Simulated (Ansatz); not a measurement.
# BF2H5Si: the cost of one run

All numbers below are computed with Ansatz 0.2.0 (RKS BLYP/def2-SVP).

1 further run of the same task is left out (it didn't finish).

**1. The structure to begin with**

Bond lengths: B1–Si2 2.274 Å, B1–F3 1.345 Å, B1–F4 1.345 Å, B1–H5 1.278 Å, Si2–H7 1.454 Å, Si2–H8 1.466 Å, Si2–H9 1.466 Å. Angles: B1–Si2–H7 111.3°, B1–Si2–H8 110.8°, B1–Si2–H9 109.9°, H7–Si2–H8 108.5°, H7–Si2–H9 108.7°, H8–Si2–H9 107.5°, Si2–B1–F3 116.0°, Si2–B1–F4 116.4°, Si2–B1–H5 55.8°, F3–B1–F4 118.3°, F3–B1–H5 117.4°, F4–B1–H5 117.8°.

Structure file:

```xyz
9

B    -0.6710   -0.9073    0.1019
Si    0.3253    1.1040   -0.2604
F    -0.9187   -1.6482   -0.9931
F    -1.5442   -0.9669    1.1228
H     0.5504   -0.6520    0.3762
H     0.5586   -1.5901    0.6740
H    -0.6165    2.0712   -0.8006
H     0.8815    1.6414    0.9854
H     1.4347    0.9479   -1.2062
```

**2. Pulling towards end A**

Springs on the bonds that form and break draw the guess towards this end; the thresholds are loose.

The input, input.yaml:

```yaml
crystal:
  periodic: [false, false, false]
  atoms:
    - { symbol: B, position_ang: [-0.671, -0.9073, 0.1019] }
    - { symbol: Si, position_ang: [0.3253, 1.104, -0.2604] }
    - { symbol: F, position_ang: [-0.9187, -1.6482, -0.9931] }
    - { symbol: F, position_ang: [-1.5442, -0.9669, 1.1228] }
    - { symbol: H, position_ang: [0.5504, -0.652, 0.3762] }
    - { symbol: H, position_ang: [0.5586, -1.5901, 0.674] }
    - { symbol: H, position_ang: [-0.6165, 2.0712, -0.8006] }
    - { symbol: H, position_ang: [0.8815, 1.6414, 0.9854] }
    - { symbol: H, position_ang: [1.4347, 0.9479, -1.2062] }
basis:
  gaussian: { orbitals: def2-SVP }
hamiltonian:
  xc: blyp
relax:
  f_tol: 0.15
  max_steps: 25
  restrain:
    - { distance: [0, 5], at: 2.45, k: 30.0 }
    - { distance: [4, 1], at: 2.72, k: 30.0 }
    - { distance: [0, 1], at: 1.95, k: 30.0 }
    - { distance: [4, 5], at: 0.62, k: 30.0 }
```

Launch:

```
> ansatz run input.yaml --threads 2 --pin off --max-ram 3072MiB --backend cpu --events-out ev --progress --plain --runs-dir out
```

**Question.** How long does this run take on 2 threads of Arm Neoverse V1, shared host, and how much memory does it need?

About 23 s, with a peak of 0.12 GiB.
